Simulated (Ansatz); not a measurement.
This was printed by a script on the Python package of Ansatz (0.2.0), for a convergence test of the k-point mesh of BN, space group F-43m. What did the script look like? Level of theory (first run): PBE, PAW, cutoff 517 eV, 4×4×4 k-points, fixed occupations. The script varies spacing (1/A): 0.8, 0.6, 0.5, 0.4, 0.33.

Contents of `bn.xyz`:
```text
2
Lattice="0.0 1.8075 1.8075 1.8075 0.0 1.8075 1.8075 1.8075 0.0" Properties=species:S:1:pos:R:3 pbc="T T T"
B     0.00000000    0.00000000    0.00000000
N     0.90375000    0.90375000    0.90375000
```

```console
$ python kconv.py
|   spacing (1/A) |   F/atom (eV) |   iterations |   P (GPa) |   k-points |
|-----------------|---------------|--------------|-----------|------------|
|          0.8000 |     -271.1038 |            6 |    3.7276 |          8 |
|          0.6000 |     -271.1388 |            6 |    3.1018 |         16 |
|          0.5000 |     -271.1403 |            6 |    3.0740 |         20 |
|          0.4000 |     -271.1407 |            6 |    3.0676 |         29 |
|          0.3300 |     -271.1408 |            6 |    3.0653 |         47 |
0.8: +37.04 meV/atom
0.6: +1.97 meV/atom  (within 5 meV)
0.5: +0.49 meV/atom  (within 5 meV)
0.4: +0.12 meV/atom  (within 5 meV)
```

One script that gives this output:

The script, `kconv.py`:
```python
import warnings

import ansatz as az
from tabulate import tabulate

warnings.simplefilter("ignore", az.DeckWarning)

cell = az.Crystal.from_extxyz("bn.xyz")

job = (
    cell.calculation()
    .basis(19 * az.Ha)
    .occupations("Fixed")
    .stress()
)

rows = []
for value in [0.8, 0.6, 0.5, 0.4, 0.33]:
    r = job.kpoints(spacing=value).run(threads=1).report
    rows.append((value, r["free_energy_ev"] / len(r["lattice"]["sites"]), r["n_iterations"], sum(r["stress_gpa"][i][i] for i in range(3)) / 3, r["n_kpoints"]))

print(tabulate(rows, headers=["spacing (1/A)", "F/atom (eV)", "iterations", "P (GPa)", "k-points"], floatfmt=".4f", tablefmt="github"))

for row in rows[:-1]:
    shift = 1000 * (row[1] - rows[-1][1])
    print(f"{row[0]}: {shift:+.2f} meV/atom" + ("  (within 5 meV)" if abs(shift) < 5 else ""))
```

From a spacing of 0.6 (6×6×6) on it stays within 5 meV an atom of the value at a spacing of 0.33 (10×10×10); the first row (a spacing of 0.8 (4×4×4)) is off by 37.0 meV and the last but one by 0.12 meV. The pressure moves from 3.73 to 3.07 GPa.

Pressure is positive in compression. No functional is typed, so the default, PBE, holds. The structure is a deposited one; some such entries were measured under pressure or heat, so a shift against it needn't be the functional's error alone. Shifts are counted from the finest mesh, which is itself no proven limit. Hardware and time: 2.7 s on 1 thread of Arm Neoverse V1, on a shared host, peak memory 0.31 GiB.
